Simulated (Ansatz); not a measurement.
The system is HfIn4SiO6.

```
Hf In Si O
1.0
     5.69867    0.00381    0.01559
    -0.70506    6.10815   -0.00575
    -2.73718   -1.39557    6.63076
Hf In Si O
1 4 1 6
Cartesian
  0.2972 -0.0900 0.8831
  -0.4860 5.0863 4.8335
  2.9601 -0.6377 3.2997
  -0.4663 2.2403 3.5350
  2.4974 2.6606 1.3677
  2.2933 1.4988 5.6832
  0.7088 1.2617 5.2639
  3.2588 1.4387 4.3619
  5.4139 1.6003 0.0368
  2.4594 2.8937 6.5395
  -0.6297 -0.1526 2.6118
  2.1007 0.3624 1.4524
```

The cell was built by a generator and needn't be a form met in nature.

Base run:

| Item | Value |
| --- | --- |
| Program | Ansatz 0.2.0 |
| Functional | PBE |
| Potentials or basis | all-electron LAPW, scalar-relativistic |
| Cutoff | 493 eV |
| Density cutoff | 1972 eV |
| Basis error allowed | 0.002 eV/atom |
| k mesh | 4 × 4 × 3 |
| Occupations | fermi-dirac, width 0.05 eV |
| Spin | no spin polarisation |

Its results: band gap on the k mesh 0.98 eV, indirect (least direct gap 1.17 eV); pressure 0.0 GPa; largest force 0.015 eV/Å.

**Question.** After a change of settings the same cell gave: band gap on the k mesh 0.89 eV, indirect (least direct gap 1.17 eV); pressure 0.0 GPa; largest force 0.014 eV/Å. Which change was it?
A. functional from PBE to PBEsol
B. hubbard terms from none to Hf d U = 6 eV
C. functional from PBE to LDA
D. potentials or basis from all-electron LAPW, scalar-relativistic to all-electron PAW datasets made for the crystal; k mesh from 4 × 4 × 3 to 5 × 5 × 4

**Answer.** D.

Caveats: spin-orbit coupling is left out, which moves the levels of the heavy elements; an odd mesh through Γ misses points on the zone boundary, where band edges often lie.

Not every run made on this cell is shown here.
